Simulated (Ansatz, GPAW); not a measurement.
# LiCl with PBE in single-zeta orbitals from a Python script

These are simulated results from GPAW 26.7.0, not measurements. The cell began as a measured structure and was relaxed with r2SCAN in plane waves (Ansatz 0.2.0). All runs are without spin polarisation.

The symmetry is Fm-3m (No. 225, cubic); conventional cell a = 5.112 Å, 16.70 Å³ an atom. Li has 6 Cl at 2.56 Å; Cl has 6 Li at 2.56 Å.

The basis is minimal: single zeta, one radial function for each shell that the log's basis lists. It describes the filled bands fairly and the empty ones poorly.

run.py reads:

```python
import json
from ase import Atoms
from gpaw import GPAW, PW, FermiDirac

atoms = Atoms(['Li', 'Cl'],
              cell=[[-0.0, 2.556025, 2.556025], [2.556025, 0.0, 2.556025], [2.556025, 2.556025, 0.0]],
              scaled_positions=[[-0.0, 0.0, 0.0], [0.5, 0.5, 0.5]],
              pbc=True)
calc = GPAW(mode='lcao', basis='sz(dzp)', h=0.2, xc='PBE', kpts={'size': (6, 6, 6), 'gamma': True},
            occupations=FermiDirac(0.02), maxiter=100, legacy_gpaw=True, txt='gpaw.txt')
atoms.calc = calc
res = {'energy': atoms.get_potential_energy(force_consistent=True)}
res['electrons'] = calc.get_number_of_electrons()
res['k'] = calc.get_ibz_k_points().tolist()
res['levels'] = [calc.get_eigenvalues(kpt=i).tolist() for i in range(len(res['k']))]
points = [[0.0, 0.0, 0.0], [0.5, 0.0, 0.5], [0.625, 0.25, 0.625], [0.375, 0.375, 0.75], [0.5, 0.5, 0.5], [0.5, 0.25, 0.75], [-0.072917, 0.0, 0.072917]]
bands = calc.fixed_density(kpts=points, symmetry='off', txt='bands.txt')
res['points'] = [bands.get_eigenvalues(kpt=i).tolist() for i in range(len(points))]
json.dump(res, open('results.json', 'w'))
print('free energy (eV):', round(res['energy'], 5))
```

Command: `python run.py`. It took 3.1 s on 1 thread of Arm Neoverse V1, on a shared host, peak memory 0.13 GiB.

The log gpaw.txt, trimmed of paths, versions and times, then the last line on the terminal. An iter line gives the energy in eV and the logarithms of the changes of orbitals (plane waves alone) and density (c: converged):

```
___ ___ ___ _ _ _
 |   |   |_  | | | |

 | | | | | . | | | |

 |__ |  _|___|_____|  26.7.0
 |___|_|

Input parameters:
  basis: sz(dzp)
  h: 0.2
  kpts: {gamma: True,
         size: (6, 6, 6)}
  maxiter: 100
  mode: lcao
  occupations: {fixmagmom: False,
                name: fermi-dirac,
                width: 0.02}
  xc: PBE

System changes: positions, numbers, cell, pbc, initial_charges, initial_magmoms

Initialize ...

species:
  Li:
    name:    Lithium
    Z:       3.0
    valence: 1
    core:    2
    charge:  0.0  # [|e|]
    compensation charges:
      type: gauss
      rc: 0.33  # [Å]
      lmax: 2
    cutoffs:
      filter: 1.91  # [Å]
      core: 2.55  # [Å]
    projectors
    | kind |    occ | energy [eV] | rcut [Å] |

    |------|--------|-------------|----------|

    |   2s |  1.000 |      -2.874 |    1.058 |

    |   2p |  0.000 |      -1.090 |    1.058 |

    |    s |        |      24.337 |    1.058 |

    LCAO basis set for Li:
      Name: sz(dzp)
      Number of radial functions: 1
      Number of spherical harmonics: 1
        l=0, rc=10.8906 Bohr: 2s-sz confined orbital
      Number of RI-basis functions 0

  Cl:
    name:    Chlorine
    Z:       17.0
    valence: 7
    core:    10
    charge:  0.0  # [|e|]
    compensation charges:
      type: gauss
      rc: 0.25  # [Å]
      lmax: 2
    cutoffs:
      filter: 1.40  # [Å]
      core: 1.49  # [Å]
    projectors
    | kind |    occ | energy [eV] | rcut [Å] |

    |------|--------|-------------|----------|

    |   3s |  2.000 |     -20.689 |    0.794 |

    |   3p |  5.000 |      -8.594 |    0.794 |

    |    s |        |       6.523 |    0.794 |

    |    p |        |      18.617 |    0.794 |

    |    d |        |       0.000 |    0.794 |

    LCAO basis set for Cl:
      Name: sz(dzp)
      Number of radial functions: 2
      Number of spherical harmonics: 4
        l=0, rc=5.1719 Bohr: 3s-sz confined orbital
        l=1, rc=6.2656 Bohr: 3p-sz confined orbital
      Number of RI-basis functions 0

Reference energy: -12757.737216  # eV

Spin-paired calculation

Convergence criteria:
 Maximum [total energy] change in last 3 cyles: 0.0005 eV / valence electron
 Maximum integral of absolute [dens]ity change: 0.0001 electrons / valence electron
 Maximum integral of absolute [eigenst]ate change: 4e-08 eV^2 / valence electron
 Maximum number of scf [iter]ations: 100
 (Square brackets indicate name in SCF output, whereas a 'c' in
 the SCF output indicates the quantity has converged.)

Symmetries present (total): 48

  ( 1  0  0)  ( 1  0  0)  ( 1  0  0)  ( 1  0  0)  ( 1  0 -1)  ( 1  0 -1)
  ( 1  0 -1)  ( 1 -1  0)  ( 0  1  0)  ( 0  0  1)  ( 1  0  0)  ( 1 -1  0)
  ( 1 -1  0)  ( 1  0 -1)  ( 0  0  1)  ( 0  1  0)  ( 1 -1  0)  ( 1  0  0)

  ( 1  0 -1)  ( 1  0 -1)  ( 1 -1  0)  ( 1 -1  0)  ( 1 -1  0)  ( 1 -1  0)
  ( 0  1 -1)  ( 0  0 -1)  ( 1  0  0)  ( 1  0 -1)  ( 0 -1  1)  ( 0 -1  0)
  ( 0  0 -1)  ( 0  1 -1)  ( 1  0 -1)  ( 1  0  0)  ( 0 -1  0)  ( 0 -1  1)

  ( 0  1  0)  ( 0  1  0)  ( 0  1  0)  ( 0  1  0)  ( 0  1 -1)  ( 0  1 -1)
  ( 1  0  0)  ( 0  1 -1)  ( 0  0  1)  (-1  1  0)  ( 1  0 -1)  ( 0  1  0)
  ( 0  0  1)  (-1  1  0)  ( 1  0  0)  ( 0  1 -1)  ( 0  0 -1)  (-1  1  0)

  ( 0  1 -1)  ( 0  1 -1)  ( 0  0  1)  ( 0  0  1)  ( 0  0  1)  ( 0  0  1)
  ( 0  0 -1)  (-1  1  0)  ( 1  0  0)  ( 0  1  0)  ( 0 -1  1)  (-1  0  1)
  ( 1  0 -1)  ( 0  1  0)  ( 0  1  0)  ( 1  0  0)  (-1  0  1)  ( 0 -1  1)

  ( 0  0 -1)  ( 0  0 -1)  ( 0  0 -1)  ( 0  0 -1)  ( 0 -1  1)  ( 0 -1  1)
  ( 1  0 -1)  ( 0  1 -1)  ( 0 -1  0)  (-1  0  0)  ( 1 -1  0)  ( 0  0  1)
  ( 0  1 -1)  ( 1  0 -1)  (-1  0  0)  ( 0 -1  0)  ( 0 -1  0)  (-1  0  1)

  ( 0 -1  1)  ( 0 -1  1)  ( 0 -1  0)  ( 0 -1  0)  ( 0 -1  0)  ( 0 -1  0)
  ( 0 -1  0)  (-1  0  1)  ( 1 -1  0)  ( 0  0 -1)  ( 0 -1  1)  (-1  0  0)
  ( 1 -1  0)  ( 0  0  1)  ( 0 -1  1)  (-1  0  0)  ( 1 -1  0)  ( 0  0 -1)

  (-1  1  0)  (-1  1  0)  (-1  1  0)  (-1  1  0)  (-1  0  1)  (-1  0  1)
  ( 0  1  0)  ( 0  1 -1)  (-1  0  1)  (-1  0  0)  ( 0  0  1)  ( 0 -1  1)
  ( 0  1 -1)  ( 0  1  0)  (-1  0  0)  (-1  0  1)  ( 0 -1  1)  ( 0  0  1)

  (-1  0  1)  (-1  0  1)  (-1  0  0)  (-1  0  0)  (-1  0  0)  (-1  0  0)
  (-1  1  0)  (-1  0  0)  ( 0  0 -1)  ( 0 -1  0)  (-1  1  0)  (-1  0  1)
  (-1  0  0)  (-1  1  0)  ( 0 -1  0)  ( 0  0 -1)  (-1  0  1)  (-1  1  0)

216 k-points: 6 x 6 x 6 Monkhorst-Pack grid + [1/12,1/12,1/12]
16 k-points in the irreducible part of the Brillouin zone
       k-points in crystal coordinates                weights
   0:     0.00000000    0.00000000    0.00000000          1/216
   1:     0.16666667    0.16666667    0.00000000          6/216
   2:     0.16666667    0.16666667    0.16666667          8/216
   3:     0.33333333    0.16666667    0.16666667         12/216
   4:     0.33333333    0.33333333   -0.33333333         12/216
   5:     0.33333333    0.33333333    0.00000000          6/216
   6:     0.33333333    0.33333333    0.16666667         24/216
   7:     0.33333333    0.33333333    0.33333333          8/216
   8:     0.50000000    0.33333333   -0.33333333         24/216
   9:     0.50000000    0.33333333   -0.16666667         12/216
          ...
  15:     0.50000000    0.50000000    0.50000000          4/216

Wave functions: LCAO
  Diagonalizer: Serial LAPACK
  Atomic Correction: dense with blas
  Data-type: complex

Occupation numbers: Fermi-Dirac:
  width: 0.0200  # eV

Eigensolver
   LCAO using direct dense diagonalizer

Densities:
  Coarse grid: 16*16*16 grid
  Fine grid: 32*32*32 grid
  Total Charge: 0.000000

Density mixing:
  Method: separate
  Backend: msr1
  Linear mixing parameter: 0.05
  old densities: 10
  Width of damping distribution: 1.1
  Damping of long wavelength oscillations: 20

Hamiltonian:
  XC and Coulomb potentials evaluated on a 32*32*32 grid
  Using the PBE Exchange-Correlation functional
  Interpolation: tri-quintic (5. degree polynomial)
  Poisson solver: FastPoissonSolver using
    Stencil: 12*3+1=37 point O(h^6) finite-difference Laplacian
    FFT axes: [np.int64(0), np.int64(1), np.int64(2)]
    FST axes: []

XC parameters: PBE with 2 nearest neighbor stencil

Memory estimate:
  Process memory now: 109.09 MiB
  Calculator: 7.43 MiB
    Density: 5.32 MiB
      Arrays: 0.81 MiB
      Localized functions: 3.88 MiB
      Mixer: 0.62 MiB
    Hamiltonian: 0.83 MiB
      Arrays: 0.53 MiB
      XC: 0.00 MiB
      Poisson: 0.00 MiB
      vbar: 0.30 MiB
    Wavefunctions: 1.28 MiB
      C [qnM]: 0.01 MiB
      S, T [2 x qmm]: 0.01 MiB
      P [aqMi]: 0.00 MiB
      BasisFunctions: 1.26 MiB
      Eigensolver: 0.00 MiB

Total number of cores used: 1

Number of atoms: 2
Number of atomic orbitals: 5
Number of bands in calculation: 5
Number of valence electrons: 8
Bands to converge: occupied
Positions:
   0 Li     0.000000    0.000000    0.000000    ( 0.0000,  0.0000,  0.0000)
   1 Cl     2.556025    2.556025    2.556025    ( 0.0000,  0.0000,  0.0000)

Unit cell:
           periodic     x           y           z      points  spacing
  1. axis:    yes   -0.000000    2.556025    2.556025    16     0.1845
  2. axis:    yes    2.556025    0.000000    2.556025    16     0.1845
  3. axis:    yes    2.556025    2.556025    0.000000    16     0.1845

  Lengths:   3.614765   3.614765   3.614765
  Angles:   60.000000  60.000000  60.000000

Effective grid spacing dv^(1/3) = 0.2013

iter:   1    -6.174341        c
iter:   2    -6.139510        c -1.03
iter:   3    -5.907899        c -1.05
iter:   4    -5.907865        c -2.26
iter:   5    -5.907858c       c -2.62
iter:   6    -5.907858c       c -3.88
iter:   7    -5.907858c       c -5.35c

Converged after 7 iterations.

Energy contributions relative to reference atoms: (reference = -12757.737216)

Kinetic:        +44.830832
Potential:      -39.886712
External:        +0.000000
XC:             -11.102131
Entropy (-ST):   -0.000000
Local:           +0.250153
SIC:             +0.000000
--------------------------
Free energy:     -5.907858
Extrapolated:    -5.907858

Showing only first 2 kpts
 Kpt  Band  Eigenvalues  Occupancy
  0     2      2.18679    2.00000
  0     3      2.18824    2.00000
  0     4      7.71734    0.00000

  1     2      1.90281    2.00000
  1     3      1.90375    2.00000
  1     4      9.13638    0.00000

Fermi level: 3.92786

Gap: 5.529 eV
Transition (v -> c):
  (s=0, k=0, n=3, [0.00, 0.00, 0.00]) -> (s=0, k=0, n=4, [0.00, 0.00, 0.00])
No difference between direct/indirect transitions

free energy (eV): -5.90786
```

The gap in the log is over the mesh alone; results.json adds the listed points. PBE in single-zeta orbitals gives a gap of 5.53 eV. On the same cell, plane-wave PBE (Ansatz, 8×8×8 k points and the special points) gives a gap of 6.38 eV and r2SCAN a gap of 7.29 eV; on shared hosts these took about 1 and 2.6 core-seconds on the 2-atom cell, against 3.1 for the script. Semilocal gaps usually lie below measured ones.
